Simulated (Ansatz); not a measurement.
# B6N6 wurtzite hole sphere (B₆N₆H₁₈): one molecule under many settings

How do the results and run time of B6N6 wurtzite hole sphere (B₆N₆H₁₈) respond when the settings are drawn wide?

Method: the settings change from run to run; program: Ansatz 0.2.0, Gaussian basis.

### Step 1. The relaxed structure

The geometry comes from an earlier relaxation with r2SCAN-D4/def2-SVP; it is a stationary point, not always the lowest conformer.

30 atoms, charge 0, spin multiplicity 1.

Atoms are counted from 1 here; the program's logs count them from 0.

Bond lengths: N1–B2 1.588 Å, N1–B7 1.588 Å, N1–H13 1.030 Å, N1–H14 1.021 Å, B2–N4 1.557 Å, B2–N5 1.588 Å, B2–H15 1.223 Å, B3–N4 1.593 Å, B3–N8 1.593 Å, B3–H16 1.244 Å, B3–H17 1.217 Å, N4–B6 1.593 Å, N4–H18 1.020 Å, N5–B10 1.588 Å, N5–H19 1.021 Å, N5–H20 1.030 Å, B6–N12 1.593 Å, B6–H21 1.244 Å and more. Angles: B2–N1–B7 113.4°, B2–N1–H13 104.9°, B2–N1–H14 113.0°, B7–N1–H13 104.9°, B7–N1–H14 113.0°, H13–N1–H14 106.6°, N1–B2–N4 107.7°, N1–B2–N5 105.8°, N1–B2–H15 110.3°, N4–B2–N5 107.7°, N4–B2–H15 114.5°, N5–B2–H15 110.3°, N4–B3–N8 104.4°, N4–B3–H16 109.9°, N4–B3–H17 111.1°, N8–B3–H16 109.9°, N8–B3–H17 111.1°, H16–B3–H17 110.3° and more.

Coordinates:

```xyz
30
B6H18N6
N    -0.0028   -1.4643   -1.3307
B    -1.3284   -0.7668   -0.8048
B     0.0023   -1.5108    1.3277
N    -1.2576   -0.7257    0.7504
N    -1.2691    0.7297   -1.3312
B    -1.3073    0.7582    1.3270
B     1.3251   -0.7672   -0.8099
N     1.2602   -0.7261    0.7455
N     1.2642    0.7294   -1.3360
B    -0.0014    1.5309   -0.8103
B     1.3126    0.7578    1.3220
N     0.0017    1.4545    0.7450
H    -0.0021   -2.3962   -0.8928
H    -0.0048   -1.6165   -2.3406
H    -2.3140   -1.3357   -1.2527
H     0.0013   -2.6815    0.9058
H     0.0047   -1.5011    2.5443
H    -2.0783   -1.1992    1.1279
H    -1.4012    0.8036   -2.3413
H    -2.0759    1.1969   -0.8942
H    -2.3213    1.3428    0.9044
H    -1.2978    0.7558    2.5437
H     2.3087   -1.3364   -1.2616
H     2.0822   -1.1999    1.1199
H     1.3927    0.8033   -2.3466
H     2.0727    1.1963   -0.9019
H    -0.0021    2.6673   -1.2623
H     1.3077    0.7554    2.5387
H     2.3252    1.3420    0.8955
H     0.0026    2.4034    1.1192
```

### Step 2. wB97X/cc-pVDZ

Set apart from the defaults: atoms shaken by 0.08 Å.

in.yaml reads:

```yaml
crystal:
  periodic: [false, false, false]
  atoms:
    - {symbol: N, position_ang: [-0.078853, -1.386941, -1.275035]}
    - {symbol: B, position_ang: [-1.295625, -0.703673, -0.906935]}
    - {symbol: B, position_ang: [-0.120288, -1.566530, 1.060547]}
    - {symbol: N, position_ang: [-1.335492, -0.801656, 0.643231]}
    - {symbol: N, position_ang: [-1.216635, 0.795269, -1.310467]}
    - {symbol: B, position_ang: [-1.231658, 0.788213, 1.276446]}
    - {symbol: B, position_ang: [1.320862, -0.836988, -0.735216]}
    - {symbol: N, position_ang: [1.099011, -0.672050, 0.795432]}
    - {symbol: N, position_ang: [1.211176, 0.677853, -1.389842]}
    - {symbol: B, position_ang: [-0.144128, 1.553106, -0.838497]}
    - {symbol: B, position_ang: [1.227666, 0.877249, 1.474247]}
    - {symbol: N, position_ang: [0.080856, 1.481627, 0.758757]}
    - {symbol: H, position_ang: [0.058276, -2.233353, -0.902185]}
    - {symbol: H, position_ang: [0.064170, -1.702974, -2.400718]}
    - {symbol: H, position_ang: [-2.375990, -1.486276, -1.255860]}
    - {symbol: H, position_ang: [0.117308, -2.641802, 1.089245]}
    - {symbol: H, position_ang: [0.053745, -1.553090, 2.628241]}
    - {symbol: H, position_ang: [-2.129013, -1.106634, 1.055718]}
    - {symbol: H, position_ang: [-1.386464, 0.852076, -2.278012]}
    - {symbol: H, position_ang: [-2.149531, 1.199792, -1.041762]}
    - {symbol: H, position_ang: [-2.224156, 1.363551, 0.836580]}
    - {symbol: H, position_ang: [-1.207826, 0.837760, 2.617382]}
    - {symbol: H, position_ang: [2.381490, -1.256100, -1.440012]}
    - {symbol: H, position_ang: [2.044610, -1.333345, 1.157182]}
    - {symbol: H, position_ang: [1.437059, 0.786871, -2.402647]}
    - {symbol: H, position_ang: [1.898686, 1.097653, -1.052239]}
    - {symbol: H, position_ang: [-0.085572, 2.773705, -1.250657]}
    - {symbol: H, position_ang: [1.290308, 0.649493, 2.524342]}
    - {symbol: H, position_ang: [2.255714, 1.374924, 0.911409]}
    - {symbol: H, position_ang: [-0.078257, 2.388571, 1.284600]}
basis:
  gaussian: {orbitals: cc-pVDZ}
hamiltonian: {xc: {name: wB97X}}
scf: {omitted_lower_state_checks: [starts]}
output: {forces: true}
```

The run is started by

```sh
$ ansatz run in.yaml --threads 2 --pin off --events-out ev --progress --plain --max-ram 32768MiB --backend cuda --devices 0, --max-vram 18GiB
```

What it wrote, shortened:

```text
Functional definition: wB97X
  name "wB97X"
  cite "Chai & Head-Gordon, J. Chem. Phys. 128, 084106 (2008) doi:10.1063/1.2834918"
  cite "Becke, J. Chem. Phys. 107, 8554 (1997) doi:10.1063/1.475007"
[...]
  # The coefficients of nought are those of the uniform gas.
[...]
      + exact_x_lr(omega)
[...]
      + integral(e_c_pw_opposite_spin*poly(b97_u_opposite, 1, cos1, cos2, cos3, cos4))
[...]
2374 factors; integrals over basis functions are off by at most 1.6e-3 eV
788 factors; integrals over basis functions are off by at most 7.3e-6 eV
[...]
mean field -13291.60833815 eV, -488.4575970513 hartree, gradient 2.9e-5 eV, S^2 0.000000; 0 other end points of the search recorded, 0 dependent functions left out
[...]
reference -13291.60829590 eV, -488.4575954987 hartree; 45, 45 occupied and 213, 213 virtual orbitals, 2374 factors
Total energy: -13291.60829590 eV, -488.4575954987 hartree
Atom 0 at    -0.078853    -1.386941    -1.275035 Å, force     4.211639     0.373242    -8.120793 eV/Å
Atom 1 at    -1.295625    -0.703673    -0.906935 Å, force    -4.764090    -1.803206     1.656923 eV/Å
Atom 2 at    -0.120288    -1.566530     1.060547 Å, force     1.022517     2.950024     7.544480 eV/Å
Atom 3 at    -1.335492    -0.801656     0.643231 Å, force     3.378309     3.771813    -1.041655 eV/Å
Atom 4 at    -1.216635     0.795269    -1.310467 Å, force    -6.401864    -2.160792    -0.841963 eV/Å
[...]
Atom 14 at    -2.375990    -1.486276    -1.255860 Å, force     1.511372     1.921703    -0.334491 eV/Å
Atom 15 at     0.117308    -2.641802     1.089245 Å, force     0.066496    -3.624816    -1.501963 eV/Å
Atom 16 at     0.053745    -1.553090     2.628241 Å, force    -0.989833     0.018540    -2.382530 eV/Å
Atom 17 at    -2.129013    -1.106634     1.055718 Å, force    -3.468489    -1.593280     1.304100 eV/Å
Atom 18 at    -1.386464     0.852076    -2.278012 Å, force     0.564711     0.156112    -2.168118 eV/Å
Atom 19 at    -2.149531     1.199792    -1.041762 Å, force     1.057275    -0.302751     0.588091 eV/Å
Atom 20 at    -2.224156     1.363551     0.836580 Å, force    -0.180179     0.087872     0.069083 eV/Å
Atom 21 at    -1.207826     0.837760     2.617382 Å, force    -0.255414    -0.425016    -2.116011 eV/Å
Atom 22 at     2.381490    -1.256100    -1.440012 Å, force    -1.523369    -0.302633     1.682833 eV/Å
Atom 23 at     2.044610    -1.333345     1.157182 Å, force    -3.726625     2.716077    -0.810323 eV/Å
Atom 24 at     1.437059     0.786871    -2.402647 Å, force    -0.736819    -0.559136     0.647000 eV/Å
Atom 25 at     1.898686     1.097653    -1.052239 Å, force     8.375856     5.330414     4.609841 eV/Å
Atom 26 at    -0.085572     2.773705    -1.250657 Å, force    -0.172994    -1.287264     0.262089 eV/Å
Atom 27 at     1.290308     0.649493     2.524342 Å, force    -0.226575    -0.038016     4.372815 eV/Å
Atom 28 at     2.255714     1.374924     0.911409 Å, force    -0.047993    -0.242355     0.722299 eV/Å
Atom 29 at    -0.078257     2.388571     1.284600 Å, force     0.297967    -0.757148    -1.483548 eV/Å
Dipole moment:    -0.154662     0.139417    -2.017000 e Å
Checks for a lower state left out: starts
```

Wall time 14 s (1 × H100 (card shared with other runs) with 2 threads of AMD EPYC 7R13, shared host); peak host memory 0.99 GiB.

Largest force 10.946 eV/Å, dipole 9.74 D.

### Step 3. revPBE0/6-31G*

This run has D3(BJ) dispersion.

in.yaml reads:

```yaml
crystal:
  periodic: [false, false, false]
  atoms:
    - {symbol: N, position_ang: [-0.002783, -1.464250, -1.330700]}
    - {symbol: B, position_ang: [-1.328425, -0.766806, -0.804772]}
    - {symbol: B, position_ang: [0.002317, -1.510772, 1.327662]}
    - {symbol: N, position_ang: [-1.257554, -0.725652, 0.750364]}
    - {symbol: N, position_ang: [-1.269071, 0.729740, -1.331186]}
    - {symbol: B, position_ang: [-1.307321, 0.758235, 1.327040]}
    - {symbol: B, position_ang: [1.325086, -0.767225, -0.809900]}
    - {symbol: N, position_ang: [1.260204, -0.726056, 0.745503]}
    - {symbol: N, position_ang: [1.264161, 0.729391, -1.336008]}
    - {symbol: B, position_ang: [-0.001352, 1.530918, -0.810343]}
    - {symbol: B, position_ang: [1.312637, 0.757788, 1.321998]}
    - {symbol: N, position_ang: [0.001653, 1.454519, 0.745023]}
    - {symbol: H, position_ang: [-0.002113, -2.396186, -0.892830]}
    - {symbol: H, position_ang: [-0.004752, -1.616503, -2.340646]}
    - {symbol: H, position_ang: [-2.313970, -1.335711, -1.252708]}
    - {symbol: H, position_ang: [0.001315, -2.681485, 0.905828]}
    - {symbol: H, position_ang: [0.004681, -1.501056, 2.544294]}
    - {symbol: H, position_ang: [-2.078266, -1.199239, 1.127906]}
    - {symbol: H, position_ang: [-1.401203, 0.803579, -2.341282]}
    - {symbol: H, position_ang: [-2.075904, 1.196873, -0.894198]}
    - {symbol: H, position_ang: [-2.321333, 1.342770, 0.904438]}
    - {symbol: H, position_ang: [-1.297760, 0.755791, 2.543666]}
    - {symbol: H, position_ang: [2.308745, -1.336392, -1.261633]}
    - {symbol: H, position_ang: [2.082207, -1.199907, 1.119891]}
    - {symbol: H, position_ang: [1.392653, 0.803308, -2.346565]}
    - {symbol: H, position_ang: [2.072706, 1.196260, -0.901886]}
    - {symbol: H, position_ang: [-0.002050, 2.667279, -1.262337]}
    - {symbol: H, position_ang: [1.307733, 0.755356, 2.538657]}
    - {symbol: H, position_ang: [2.325216, 1.342001, 0.895523]}
    - {symbol: H, position_ang: [0.002553, 2.403412, 1.119181]}
basis:
  gaussian: {orbitals: "6-31G*"}
hamiltonian: {xc: {name: revPBE0}, dispersion: d3bj}
output: {forces: true}
```

Launched as before.

What it wrote, shortened:

```text
Functional definition: revPBE0
  name "revPBE0"
  cite "Zhang & Yang, Phys. Rev. Lett. 80, 890 (1998) doi:10.1103/PhysRevLett.80.890"
  cite "Adamo & Barone, J. Chem. Phys. 110, 6158 (1999) doi:10.1063/1.478522"
  cite "Perdew, Burke & Ernzerhof, Phys. Rev. Lett. 77, 3865 (1996) doi:10.1103/PhysRevLett.77.3865"
[...]
2241 factors; integrals over basis functions are off by at most 1.2e-3 eV
[...]
mean field -13295.46589139 eV, -488.5993595181 hartree, gradient 2.6e-5 eV, S^2 0.000000; 0 other end points of the search recorded, 0 dependent functions left out
[...]
reference -13295.46593227 eV, -488.5993610204 hartree; 45, 45 occupied and 171, 171 virtual orbitals, 2241 factors
Total energy: -13297.86188032 eV, -488.6874104872 hartree
Atom 0 at    -0.002783    -1.464250    -1.330700 Å, force    -0.000111    -0.223938     0.013335 eV/Å
[...]
Atom 20 at    -2.321333     1.342770     0.904438 Å, force     0.148374    -0.085447     0.082563 eV/Å
Atom 21 at    -1.297760     0.755791     2.543666 Å, force     0.020688    -0.012476    -0.231311 eV/Å
Atom 22 at     2.308745    -1.336392    -1.261633 Å, force    -0.185610     0.107223     0.092523 eV/Å
Atom 23 at     2.082207    -1.199907     1.119891 Å, force    -0.131783     0.075873    -0.091075 eV/Å
Atom 24 at     1.392653     0.803308    -2.346565 Å, force    -0.043786    -0.024991     0.154871 eV/Å
Atom 25 at     2.072706     1.196260    -0.901886 Å, force    -0.192727    -0.111322    -0.156198 eV/Å
Atom 26 at    -0.002050     2.667279    -1.262337 Å, force     0.000104    -0.214349     0.092475 eV/Å
Atom 27 at     1.307733     0.755356     2.538657 Å, force    -0.021520    -0.012510    -0.231371 eV/Å
Atom 28 at     2.325216     1.342001     0.895523 Å, force    -0.148071    -0.085279     0.083191 eV/Å
Atom 29 at     0.002553     2.403412     1.119181 Å, force    -0.000286    -0.152008    -0.091041 eV/Å
Dipole moment:    -0.003333    -0.002271    -1.737489 e Å
```

It took 13 s on 1 × H100 (card shared with other runs) with 2 threads of AMD EPYC 7R13, shared host; peak host memory 0.88 GiB.

Largest force 0.273 eV/Å, dipole 8.35 D.

### Step 4. r2SCAN0/def2-SVP

Set apart from the defaults: atoms shaken by 0.03 Å.

in.yaml reads:

```yaml
crystal:
  periodic: [false, false, false]
  atoms:
    - {symbol: N, position_ang: [0.026645, -1.466871, -1.329275]}
    - {symbol: B, position_ang: [-1.360113, -0.760795, -0.833448]}
    - {symbol: B, position_ang: [0.038714, -1.520302, 1.298966]}
    - {symbol: N, position_ang: [-1.283930, -0.738030, 0.712108]}
    - {symbol: N, position_ang: [-1.289510, 0.738942, -1.305131]}
    - {symbol: B, position_ang: [-1.286957, 0.773568, 1.273138]}
    - {symbol: B, position_ang: [1.358654, -0.788519, -0.823852]}
    - {symbol: N, position_ang: [1.234573, -0.762106, 0.705342]}
    - {symbol: N, position_ang: [1.259199, 0.719915, -1.318314]}
    - {symbol: B, position_ang: [-0.013464, 1.530038, -0.842568]}
    - {symbol: B, position_ang: [1.335246, 0.760066, 1.308038]}
    - {symbol: N, position_ang: [-0.035546, 1.454528, 0.739182]}
    - {symbol: H, position_ang: [0.046266, -2.388370, -0.877607]}
    - {symbol: H, position_ang: [-0.002369, -1.636818, -2.317545]}
    - {symbol: H, position_ang: [-2.295088, -1.353999, -1.290447]}
    - {symbol: H, position_ang: [0.006222, -2.635451, 0.877843]}
    - {symbol: H, position_ang: [0.043788, -1.492012, 2.556534]}
    - {symbol: H, position_ang: [-2.038938, -1.216326, 1.122281]}
    - {symbol: H, position_ang: [-1.422909, 0.806507, -2.346684]}
    - {symbol: H, position_ang: [-2.080328, 1.256942, -0.895726]}
    - {symbol: H, position_ang: [-2.299793, 1.299964, 0.931247]}
    - {symbol: H, position_ang: [-1.318154, 0.772277, 2.555645]}
    - {symbol: H, position_ang: [2.322192, -1.399203, -1.239594]}
    - {symbol: H, position_ang: [2.047703, -1.181559, 1.140794]}
    - {symbol: H, position_ang: [1.358451, 0.795180, -2.350484]}
    - {symbol: H, position_ang: [2.038285, 1.174767, -0.911454]}
    - {symbol: H, position_ang: [-0.024402, 2.677030, -1.254132]}
    - {symbol: H, position_ang: [1.315527, 0.774585, 2.581496]}
    - {symbol: H, position_ang: [2.311199, 1.287753, 0.892547]}
    - {symbol: H, position_ang: [-0.026438, 2.379396, 1.151918]}
basis:
  gaussian: {orbitals: def2-SVP}
hamiltonian: {xc: {name: r2SCAN0}}
```

Launched as before.

What it wrote, shortened:

```text
Functional definition: r2SCAN0
  name "r2SCAN0"
  cite "Bursch, Neugebauer, Ehlert & Grimme, J. Chem. Phys. 156, 134105 (2022) doi:10.1063/5.0086040"
  cite "Furness, Kaplan, Ning, Perdew & Sun, J. Phys. Chem. Lett. 11, 8208 (2020) doi:10.1021/acs.jpclett.0c02405"
  cite "Furness, Kaplan, Ning, Perdew & Sun, J. Phys. Chem. Lett. 11, 9248 (2020) doi:10.1021/acs.jpclett.0c03077"
  parent r2scan
[...]
3000 factors; their error is unknown
[...]
mean field -13283.13367146 eV, -488.1461587949 hartree, gradient 1.8e-5 eV, S^2 0.000000; 0 other end points of the search recorded, 0 dependent functions left out
reference -13283.13368306 eV, -488.1461592209 hartree; 45, 45 occupied and 213, 213 virtual orbitals, 3000 factors
Total energy: -13283.13368306 eV, -488.1461592209 hartree
```

Wall time 11 s (1 × H100 (card shared with other runs) with 2 threads of AMD EPYC 7R13, shared host); peak host memory 0.95 GiB.

### Step 5. BCCD(T)/def2-mTZVP

Options: atoms shaken by 0.15 Å, high accuracy.

in.yaml reads:

```yaml
crystal:
  periodic: [false, false, false]
  atoms:
    - {symbol: N, position_ang: [-0.099052, -1.546535, -1.676156]}
    - {symbol: B, position_ang: [-1.468791, -0.786054, -1.061736]}
    - {symbol: B, position_ang: [0.043247, -1.482064, 1.574570]}
    - {symbol: N, position_ang: [-1.488939, -0.630250, 0.335604]}
    - {symbol: N, position_ang: [-1.103565, 0.719323, -1.173485]}
    - {symbol: B, position_ang: [-1.077597, 0.766982, 1.271255]}
    - {symbol: B, position_ang: [1.568378, -0.519854, -0.939452]}
    - {symbol: N, position_ang: [1.406677, -0.809630, 0.795126]}
    - {symbol: N, position_ang: [1.286518, 0.630388, -1.270818]}
    - {symbol: B, position_ang: [0.227124, 1.385279, -0.785067]}
    - {symbol: B, position_ang: [1.441334, 0.483256, 1.317879]}
    - {symbol: N, position_ang: [0.124150, 1.474741, 0.707300]}
    - {symbol: H, position_ang: [0.055987, -2.551085, -0.813063]}
    - {symbol: H, position_ang: [-0.060657, -1.659532, -2.382098]}
    - {symbol: H, position_ang: [-2.413660, -1.270973, -1.386480]}
    - {symbol: H, position_ang: [0.025791, -2.740091, 0.977359]}
    - {symbol: H, position_ang: [0.119930, -1.586101, 2.580229]}
    - {symbol: H, position_ang: [-1.967607, -1.193564, 1.246427]}
    - {symbol: H, position_ang: [-1.544582, 0.568770, -2.092211]}
    - {symbol: H, position_ang: [-2.449020, 1.119765, -0.865490]}
    - {symbol: H, position_ang: [-2.362564, 1.379024, 0.898057]}
    - {symbol: H, position_ang: [-1.379354, 0.876039, 2.424770]}
    - {symbol: H, position_ang: [2.494356, -1.202023, -1.260478]}
    - {symbol: H, position_ang: [2.063178, -1.265344, 0.845574]}
    - {symbol: H, position_ang: [1.498725, 0.698558, -2.321071]}
    - {symbol: H, position_ang: [1.694790, 1.194164, -0.927850]}
    - {symbol: H, position_ang: [-0.032151, 2.761924, -1.152723]}
    - {symbol: H, position_ang: [1.248434, 0.447711, 2.300472]}
    - {symbol: H, position_ang: [2.795606, 1.125380, 0.777137]}
    - {symbol: H, position_ang: [-0.065289, 2.421017, 1.046153]}
basis:
  gaussian: {orbitals: def2-mTZVP}
hamiltonian: {xc: {name: HF}}
correlation: {method: bccd_t}
accuracy: high
scf: {omitted_lower_state_checks: [starts]}
```

Same command.

What it wrote, shortened:

```text
Functional definition: HF
  name "HF"
  cite "Fock, Z. Phys. 61, 126 (1930) doi:10.1007/BF01340294"
  parent pbe
[...]
6224 factors; integrals over basis functions are off by at most 1.8e-8 eV
[...]
mean field -13189.62097467 eV, -484.7096305730 hartree, gradient 1.6e-8 eV, S^2 0.000000; 0 other end points of the search recorded, 0 dependent functions left out
12 core orbitals not correlated: weight in the atoms' cores, before any rotation towards them, 1.000 or more for the frozen orbitals, at most 0.000 for the correlated occupied ones
reference -13189.62097467 eV, -484.7096305730 hartree; 33, 33 occupied and 237, 237 virtual orbitals, 6224 factors
second order -45.14160821 eV of doubles, -0.00000000 eV of singles
cycle   1  -45.64161422 eV  change   -5.0e-1 eV  update   1.9e-1
[...]
cycle  25  -47.31636283 eV  change    6.2e-9 eV  update   1.4e-9
perturbative correction -2.14740082 eV, -0.0789155245 hartree
Total energy: -13239.08473832 eV, -486.5273903593 hartree
Checks for a lower state left out: starts
```

Wall time 56 s (1 × H100 (card shared with other runs) with 2 threads of AMD EPYC 7R13, shared host); peak host memory 2.6 GiB.

### Step 6. The runs in one table

| level | charge | multiplicity | geometry | functions | energy (eV) | time |
| --- | --- | --- | --- | --- | --- | --- |
| wB97X/cc-pVDZ | 0 | 1 | shaken | 258 | -13291.608 | 14 s |
| revPBE0/6-31G* | 0 | 1 | relaxed | 216 | -13297.862 | 13 s |
| r2SCAN0/def2-SVP | 0 | 1 | shaken | 258 | -13283.134 | 11 s |
| BCCD(T)/def2-mTZVP | 0 | 1 | shaken | 282 | -13239.085 | 56 s |

### Step 7. Outcome

```
quantity                     value
    runs                         4
quickest    r2SCAN0/def2-SVP, 11 s
 slowest  BCCD(T)/def2-mTZVP, 56 s
```

**Reading.** The runs differ in state or geometry as well as level, so their energies can't be set against each other. BCCD(T)/def2-mTZVP took 5 times as long as r2SCAN0/def2-SVP. The jobs differ in tasks and options as well as level. At the r2SCAN-D4/def2-SVP geometry and in the same state, runs without warnings or point charges leave forces up to 0.27 eV/Å (revPBE0/6-31G*), against 10.9 eV/Å where the atoms were moved.
